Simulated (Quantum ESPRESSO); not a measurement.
# Ta4Ti (Im-3m) in Quantum ESPRESSO: settings compared

The runs below take Ta4Ti through single point, with rev-vdW-DF2, vdW-DF-cx.

Everything below comes from runs of Quantum ESPRESSO 7.5. Logs are shortened: lines on timing, memory, paths and dates and some standing lists are left out, and cuts for length are marked.

## (1) The structure

Symmetry: Im-3m, No. 229, cubic system. Conventional cell: a = 5.753 Å, b = 5.753 Å, c = 5.753 Å, α = 90.00°, β = 90.00°, γ = 90.00°. Ti (site symmetry m-3m) has 8 Ta at 2.49 Å as nearest neighbours. Around Ta (site symmetry -3m) lie 2 Ti at 2.49 Å.

The cell was built by a generator and needn't be a form met in nature.

## (2) Single point, rev-vdW-DF2

Input file run.py:

```python
import numpy as np
from ase.calculators.espresso import Espresso, EspressoProfile
from ase.io import read

atoms = read('POSCAR')

input_data = {
    'control': {'calculation': 'scf', 'prefix': 'pwscf', 'outdir': './tmp', 'tprnfor': True, 'tstress': True, 'disk_io': 'nowf'},
    'system': {'ecutwfc': 84.0, 'nbnd': 43, 'input_dft': 'vdw-df2-b86r', 'occupations': 'smearing', 'smearing': 'gaussian', 'degauss': 0.00734986},
    'electrons': {'conv_thr': 1e-09, 'electron_maxstep': 120, 'mixing_beta': 0.5},
}
pseudopotentials = {'Ta': 'Ta.upf', 'Ti': 'Ti.upf'}
profile = EspressoProfile(command='pw.x', pseudo_dir='pseudo')
dft = Espresso(profile=profile, input_data=input_data, pseudopotentials=pseudopotentials, kpts=(7, 7, 7), koffset=(0, 0, 0))
atoms.calc = dft

print(f'energy {atoms.get_potential_energy():.8f} eV')
print('forces (eV/A)')
print(np.round(atoms.get_forces(), 6))
print('stress (eV/A^3, Voigt)')
print(np.round(atoms.get_stress(), 8))
print(f'Fermi level {dft.get_fermi_level():.4f} eV')
```

Input file POSCAR:

```
Ta4Ti
1.0
   -2.8765453600      2.8765453600      2.8765453600
    2.8765453600     -2.8765453600      2.8765453600
    2.8765453600      2.8765453600     -2.8765453600
Ti Ta
1 4
Direct
    0.0000000000      0.0000000000      0.0000000000
    0.5000000000      0.5000000000      0.5000000000
    0.0000000000      0.0000000000      0.5000000000
    0.0000000000      0.5000000000      0.0000000000
    0.5000000000      0.0000000000      0.0000000000
```

Potentials or basis: PseudoDojo 0.4.1 SR PBEsol standard.

On the command line:

```
OMP_NUM_THREADS=1 python run.py
```

Output:

```text
energy -8709.48630551 eV
forces (eV/A)
[[ 0.  0. -0.]
 [ 0.  0.  0.]
 [ 0.  0.  0.]
 [-0. -0. -0.]
 [-0. -0. -0.]]
stress (eV/A^3, Voigt)
[-0.07021335 -0.07021335 -0.07021335 -0.         -0.         -0.        ]
Fermi level 16.0947 eV
```

espresso.pwi:

```text
&CONTROL
   calculation      = 'scf'
   tstress          = .true.
   tprnfor          = .true.
   outdir           = './tmp'
   prefix           = 'pwscf'
   disk_io          = 'nowf'
   pseudo_dir       = 'pseudo'
/
&SYSTEM
   nbnd             = 43
   ecutwfc          = 84.0
   occupations      = 'smearing'
   degauss          = 0.00734986
   smearing         = 'gaussian'
   input_dft        = 'vdw-df2-b86r'
   ntyp             = 2
   nat              = 5
   ibrav            = 0
/
&ELECTRONS
   electron_maxstep = 120
   conv_thr         = 1e-09
   mixing_beta      = 0.5
/
&IONS
/
&CELL
/
&FCP
/
&RISM
/
ATOMIC_SPECIES
Ti 47.867 Ti.upf
Ta 180.94788 Ta.upf

K_POINTS automatic
7 7 7  0 0 0

CELL_PARAMETERS angstrom
-2.87654536000000 2.87654536000000 2.87654536000000
2.87654536000000 -2.87654536000000 2.87654536000000
2.87654536000000 2.87654536000000 -2.87654536000000

ATOMIC_POSITIONS angstrom
Ti 0.0000000000 0.0000000000 0.0000000000  
Ta 1.4382726800 1.4382726800 1.4382726800  
Ta 1.4382726800 1.4382726800 -1.4382726800  
Ta 1.4382726800 -1.4382726800 1.4382726800  
Ta -1.4382726800 1.4382726800 1.4382726800
```

espresso.pwo:

```text
This program is part of the open-source Quantum ESPRESSO suite
     for quantum simulation of materials; please cite
         "P. Giannozzi et al., J. Phys.:Condens. Matter 21 395502 (2009);
         "P. Giannozzi et al., J. Phys.:Condens. Matter 29 465901 (2017);
         "P. Giannozzi et al., J. Chem. Phys. 152 154105 (2020);
     in publications or presentations arising from this work. More details at

Warning: card &CELL ignored
Warning: card &FCP ignored
Warning: card &RISM ignored

     IMPORTANT: XC functional enforced from input :
     Exchange-correlation= VDW-DF2-B86R
                           (   1   4  26   0   2   0   0)
     Any further DFT definition will be discarded
     Please, verify this is what you really want

     Message from routine setup:
     using ibrav=0 with symmetry is DISCOURAGED, use correct ibrav instead

     G-vector sticks info
     --------------------
     sticks:   dense  smooth     PW     G-vecs:    dense   smooth      PW
     Sum        2235    2235    627                66787    66787   10005

     Using Slab Decomposition

     bravais-lattice index     =            0
     lattice parameter (alat)  =       9.4152  a.u.
     unit-cell volume          =     642.4958 (a.u.)^3
     number of atoms/cell      =            5
     number of atomic types    =            2
     number of electrons       =        64.00
     number of Kohn-Sham states=           43
     kinetic-energy cutoff     =      84.0000  Ry
     charge density cutoff     =     336.0000  Ry
     scf convergence threshold =      1.0E-09
     mixing beta               =       0.5000
     number of iterations used =            8  plain     mixing
     Exchange-correlation= VDW-DF2-B86R
[... 462 lines left out ...]
    19.2640  19.7902  19.9885

          k = 0.1237-0.1237 0.4949 (  8349 PWs)   bands (ev):

   -51.4348 -51.4016 -51.4015 -51.3484 -39.1803 -18.5191 -18.3175 -18.2841
   -18.2766 -18.0869 -17.9604 -17.9046 -17.8859 -17.6180 -17.6136 -17.5884
   -17.5303 -15.7066 -15.5736 -15.4430  11.0794  12.7967  12.9150  13.1572
    13.2741  14.4846  14.5007  14.6301  15.0898  15.1753  15.2564  15.6414
    15.6870  16.5405  17.1436  17.4136  18.0887  18.7680  19.0016  19.0929
    19.6799  19.7454  19.9409

          k =-0.7423-0.2474-0.2474 (  8347 PWs)   bands (ev):

   -51.4183 -51.4178 -51.4045 -51.3456 -39.1816 -18.4894 -18.2560 -18.2311
   -18.1998 -18.1671 -18.1076 -17.7776 -17.7456 -17.6918 -17.6724 -17.5781
   -17.5776 -15.7593 -15.6377 -15.4531  11.9371  12.1921  12.9668  13.4943
    13.9586  14.0142  14.7957  14.9215  15.0186  15.0870  15.2206  15.4121
    15.7924  16.3404  16.6584  17.5079  17.8096  18.4381  18.7424  18.8175
    19.5896  20.1805  20.2426
[... 12 lines left out ...]
   -51.4271 -51.4134 -51.4086 -51.3368 -39.1832 -18.4692 -18.3168 -18.2726
   -18.2398 -18.2279 -18.0898 -17.7431 -17.7329 -17.5923 -17.5866 -17.5487
   -17.5167 -15.7686 -15.6635 -15.5922  11.6439  12.4754  12.8545  13.5693
    13.7347  14.4424  14.5974  14.6429  14.8560  14.8876  14.9774  15.2622
    16.1635  16.8311  17.1566  17.4063  18.0848  18.4835  18.6727  18.8424
    19.1501  19.7744  20.3787

          k =-0.7423-0.1237-0.1237 (  8326 PWs)   bands (ev):

   -51.4179 -51.4176 -51.4176 -51.3326 -39.1846 -18.4375 -18.3126 -18.3126
   -18.2153 -18.1953 -18.1953 -17.6468 -17.6206 -17.6206 -17.5549 -17.5549
   -17.5508 -15.7667 -15.7667 -15.6331  12.2514  12.3666  12.3666  14.0273
    14.0273  14.0499  14.4877  14.4877  14.5945  14.9812  14.9812  15.6530
    16.6937  16.8586  16.8586  17.8842  17.9497  17.9497  18.5674  18.5674
    18.9186  19.6632  19.6632

          k =-0.0000-0.0000 0.7423 (  8360 PWs)   bands (ev):

   -51.4224 -51.4176 -51.4176 -51.3280 -39.1859 -18.4242 -18.3528 -18.3287
   -18.2266 -18.2266 -18.1765 -17.6086 -17.6086 -17.5622 -17.5292 -17.5292
   -17.5104 -15.7777 -15.7701 -15.7701  12.0859  12.4284  12.4284  14.0069
    14.1518  14.2704  14.2704  14.4983  14.4983  14.8509  14.9211  15.9080
    17.1545  17.1951  17.1951  17.6934  18.1569  18.1569  18.2035  18.3769
    18.3769  18.9023  19.4163

     the Fermi energy is    16.0947 ev

!    total energy              =    -640.13549245 Ry
     estimated scf accuracy    <          1.6E-11 Ry
     smearing contrib. (-TS)   =      -0.00208004 Ry
     internal energy E=F+TS    =    -640.13341241 Ry

     The total energy is F=E-TS. E is the sum of the following terms:
     one-electron contribution =    -164.75400943 Ry
     hartree contribution      =     108.32713887 Ry
     xc contribution           =    -136.63254026 Ry
     ewald contribution        =    -447.07400158 Ry

     convergence has been achieved in  31 iterations

     Forces acting on atoms (cartesian axes, Ry/au):

     atom    1 type  1   force =     0.00000000    0.00000000   -0.00000000
     atom    2 type  2   force =     0.00000000    0.00000000    0.00000000
     atom    3 type  2   force =     0.00000000    0.00000000    0.00000000
     atom    4 type  2   force =    -0.00000000   -0.00000000   -0.00000000
     atom    5 type  2   force =    -0.00000000   -0.00000000   -0.00000000

     Total force =     0.000000     Total SCF correction =     0.000000

     Computing stress (Cartesian axis) and pressure

          total   stress  (Ry/bohr**3)                   (kbar)     P=      112.49
   0.00076472   0.00000000   0.00000000          112.49        0.00        0.00
   0.00000000   0.00076472   0.00000000            0.00      112.49        0.00
   0.00000000   0.00000000   0.00076472            0.00        0.00      112.49

=------------------------------------------------------------------------------=
   JOB DONE.
=------------------------------------------------------------------------------=
```

Run time: 3.4 min. Hardware: 1 thread of AMD EPYC 9R45 (Zen 5), shared host; peak memory 0.37 GiB.

Results:

```yaml
Free_energy: -8709.4871 eV
Pressure: 11.2 GPa
Band_gap_on_the_k_mesh: none (metal or under the smearing width)
```

Caveat: the potentials were made for another functional, which shifts forces and pressure.

## (3) Single point, vdW-DF-cx

Input file pw.in:

```
&CONTROL
  calculation = 'scf'
  prefix = 'pwscf'
  outdir = './tmp'
  pseudo_dir = './pseudo'
  tprnfor = .true.
  tstress = .true.
  disk_io = 'nowf'
/
&SYSTEM
  ibrav = 0
  nat = 5
  ntyp = 2
  ecutwfc = 45
  ecutrho = 360
  nbnd = 43
  input_dft = 'vdw-df-cx'
  occupations = 'smearing'
  smearing = 'mv'
  degauss = 0.00999582
/
&ELECTRONS
  conv_thr = 1d-09
  electron_maxstep = 120
  mixing_beta = 0.5
/
ATOMIC_SPECIES
Ti    47.8670 ti_lda_v1.4.uspp.F.UPF
Ta   180.9479 ta_lda_v1.uspp.F.UPF
CELL_PARAMETERS angstrom
  -2.8765453600    2.8765453600    2.8765453600
   2.8765453600   -2.8765453600    2.8765453600
   2.8765453600    2.8765453600   -2.8765453600
ATOMIC_POSITIONS crystal
Ti     0.0000000000    0.0000000000    0.0000000000
Ta     0.5000000000    0.5000000000    0.5000000000
Ta     0.0000000000    0.0000000000    0.5000000000
Ta     0.0000000000    0.5000000000    0.0000000000
Ta     0.5000000000    0.0000000000    0.0000000000
K_POINTS automatic
7 7 7 0 0 0
```

Potentials or basis: GBRV 1.5 LDA.

On the command line:

```
OMP_NUM_THREADS=1 pw.x -in pw.in > pw.out
```

Wall time 2.1 min (1 thread of AMD EPYC 9R45 (Zen 5), shared host); peak memory 0.56 GiB.

It converged, with:

| Item | Value |
| --- | --- |
| Free energy | -9355.7111 eV |
| Pressure | 7.8 GPa |
| Band gap on the k mesh | none (metal or under the smearing width) |

Levels at points of the mesh, in eV from the Fermi level:
```tsv
k point	band 29	band 30	band 31	band 32	band 33	band 34	band 35	band 36
(0.00, 0.00, 0.00)	-2.63	0.38	0.38	0.38	2.64	2.64	2.64	3.96
```

Caveat: the potentials were made for another functional, which shifts forces and pressure. Spin-orbit coupling is left out, which matters for the levels of Ta.

## (4) For comparison

An earlier run on the cell as given: functional PBE; potentials or basis SSSP 1.3 efficiency PBE; cutoff 748 eV; density cutoff 5987 eV; k mesh 7 × 7 × 7; occupations fermi-dirac, width 0.05 eV; no spin polarisation.

* Pressure: 14.8 GPa
* Band gap on the k mesh: none (metal or under the smearing width)

## (5) The runs side by side

```tsv
level	potentials or basis	cutoff (eV)	smearing	gap on the mesh (eV)	pressure (GPa)
rev-vdW-DF2	PseudoDojo 0.4.1 SR PBEsol standard	1143	gaussian 0.1 eV	none	11.2
vdW-DF-cx	GBRV 1.5 LDA	612	cold 0.136 eV	none	7.8
PBE	SSSP 1.3 efficiency PBE	748	fermi-dirac 0.05 eV	none	14.8
```

Alike in all rows: task single point; no spin polarisation; cell as given; k mesh 7 × 7 × 7.

Caveats: the potentials were made for another functional, which shifts forces and pressure (some runs).

Absolute energies hang on the potentials; compare differences alone.
